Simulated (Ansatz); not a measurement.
# BrClFHSi: short molecular-dynamics run, by script

How does BrClFHSi move over a short run? Aim: a short molecular-dynamics run, for BrClFHSi, run from a script. SMILES: F[SiH](Cl)Br.

Computed with Ansatz 0.2.0, driven from Python. Level of theory: Hartree-Fock/def2-SVP.

## Step 1: Starting point

Bond lengths: F1–Si2 1.543 Å, Si2–Cl3 2.018 Å, Si2–Br4 2.188 Å, Si2–H5 1.498 Å. Angles: F1–Si2–Cl3 108.2°, F1–Si2–Br4 111.1°, F1–Si2–H5 111.3°, Cl3–Si2–Br4 108.7°, Cl3–Si2–H5 108.6°, Br4–Si2–H5 108.9°.

The script holds or builds the structure itself.

## Step 2: The script

md_brclfhsi.py

```python
"""Molecular dynamics of one BrClFHSi molecule."""

import ansatz as az
import numpy as np


def main() -> None:
    mol = (
        az.Crystal.molecule()
        .atom("F", (-1.4003, 0.7249, 0.3457))
        .atom("Si", (-0.048, 0.1086, -0.0678))
        .atom("Cl", (1.2284, 0.286, 1.4855))
        .atom("Br", (-0.2668, -2.0128, -0.555))
        .atom("H", (0.5368, 0.8198, -1.2498))
    )

    job = mol.calculation()
    job = job.basis(gaussian="def2-SVP")
    job = job.functional("hf").md("nve", timestep=0.5, steps=20, temperature=500, initial_velocities="maxwell_boltzmann", seed=26)
    frames = []
    job.session().plan().execute(on_event=lambda e: frames.append(e["data"]) if e["event"] == "md_step" else None)
    print("t (fs)   E_pot (eV)      E_kin (eV)   T (K)   d(0-1) (A)")
    for f in frames[::1]:
        xyz = np.array(f["positions_ang"])
        print(f"{f['time_fs']:6.2f} {f['lagrangian_ev']:14.5f} {f['e_kin_ev']:10.5f} {f['temperature_k']:8.1f} {np.linalg.norm(xyz[0] - xyz[1]):9.4f}")
    kept = np.array([f["conserved_ev"] for f in frames])
    print(f"conserved energy moves by at most {1000 * np.ptp(kept):.3f} meV")


if __name__ == "__main__":
    main()
```

## Step 3: Running it

Launch:

```bash
python md_brclfhsi.py
```

The program printed:

```text
t (fs)   E_pot (eV)      E_kin (eV)   T (K)   d(0-1) (A)
  0.00   -93073.66594    0.19389    500.0    1.5426
  0.50   -93073.65209    0.18014    464.5    1.5422
  1.00   -93073.63946    0.16760    432.2    1.5423
  1.50   -93073.62944    0.15764    406.5    1.5429
  2.00   -93073.62298    0.15119    389.9    1.5440
  2.50   -93073.62042    0.14863    383.3    1.5456
  3.00   -93073.62155    0.14970    386.1    1.5478
  3.50   -93073.62555    0.15362    396.2    1.5503
  4.00   -93073.63114    0.15911    410.3    1.5533
  4.50   -93073.63670    0.16457    424.4    1.5567
  5.00   -93073.64054    0.16830    434.0    1.5605
  5.50   -93073.64115    0.16885    435.4    1.5645
  6.00   -93073.63757    0.16525    426.2    1.5688
  6.50   -93073.62966    0.15740    405.9    1.5733
  7.00   -93073.61831    0.14616    376.9    1.5779
  7.50   -93073.60531    0.13331    343.8    1.5826
  8.00   -93073.59306    0.12121    312.6    1.5874
  8.50   -93073.58395    0.11221    289.4    1.5922
  9.00   -93073.57967    0.10796    278.4    1.5969
  9.50   -93073.58071    0.10894    280.9    1.6016
 10.00   -93073.58619    0.11430    294.8    1.6061
conserved energy moves by at most 0.605 meV
```

Wall time 32 s (1 thread of Arm Neoverse V2, shared host); peak memory 0.25 GiB.

Lines on the test bed's own set-up are left out of the output.

## Step 4: The run's own record

From the engine's report, whether the script printed it or not:

| item | value |
| --- | --- |
| SCF cycles in all | 144 |
| orbitals | 87 |
| total energy (eV) | -93073.58619 |

## Step 5: What the atoms did

Step by step:

| time (fs) | T (K) | change of potential energy (meV/atom) | change of conserved energy (meV/atom) | mean square move (Å²) |
| --- | --- | --- | --- | --- |
| 0.0 | 500 | 0.0 | 0.00 | 0.0000 |
| 0.5 | 465 | 2.8 | 0.02 | 0.0001 |
| 1.0 | 432 | 5.3 | 0.04 | 0.0003 |
| 1.5 | 407 | 7.3 | 0.05 | 0.0006 |
| 2.0 | 390 | 8.6 | 0.05 | 0.0010 |
| 2.5 | 383 | 9.1 | 0.05 | 0.0014 |
| 3.0 | 386 | 8.9 | 0.04 | 0.0019 |
| 3.5 | 396 | 8.1 | 0.03 | 0.0024 |
| 4.0 | 410 | 7.0 | 0.01 | 0.0030 |
| 4.5 | 424 | 5.8 | -0.02 | 0.0036 |
| 5.0 | 434 | 5.1 | -0.04 | 0.0042 |
| 5.5 | 435 | 5.0 | -0.05 | 0.0049 |
| 6.0 | 426 | 5.7 | -0.05 | 0.0056 |
| 6.5 | 406 | 7.3 | -0.04 | 0.0063 |
| 7.0 | 377 | 9.5 | -0.02 | 0.0070 |
| 7.5 | 344 | 12.1 | 0.01 | 0.0076 |
| 8.0 | 313 | 14.6 | 0.04 | 0.0081 |
| 8.5 | 289 | 16.4 | 0.06 | 0.0084 |
| 9.0 | 278 | 17.3 | 0.07 | 0.0085 |
| 9.5 | 281 | 17.0 | 0.06 | 0.0085 |
| 10.0 | 295 | 16.0 | 0.03 | 0.0083 |

Positions (Å) and forces (eV/Å) at 10.0 fs:

```xyz
5

F    -1.419    0.735    0.369    0.112   -0.348   -0.377
Si   -0.030    0.083   -0.105   -0.657    0.971    1.237
Cl    1.207    0.259    1.465    0.692    0.035    0.989
Br   -0.259   -1.995   -0.541   -0.316   -1.049   -0.538
H     0.548    0.911   -1.085    0.169    0.392   -1.310
```

## Step 6: What came out

| quantity | value |
| --- | --- |
| total energy | -93073.5862 eV |
| dipole moment | 1.65 D |
| length of the run | 20 steps, 10 fs |
| mean temperature, second half | 353 K |
| farthest move | 0.20 Å |
| largest change of the conserved energy | 0.07 meV/atom |

**Reading.** The temperature swings between 278 and 500 K, with a mean of 353 K in the second half; 5 atoms fluctuate widely. The conserved energy stays within 0.07 meV/atom, so the time step holds. 10 fs show the first vibrations only, not equilibrium. Notes:
- The trajectory is only some femtoseconds long, and gives no averages; where the script doesn't relax first, it starts from a rough generated geometry.
- The temperature counts the internal degrees of freedom alone.
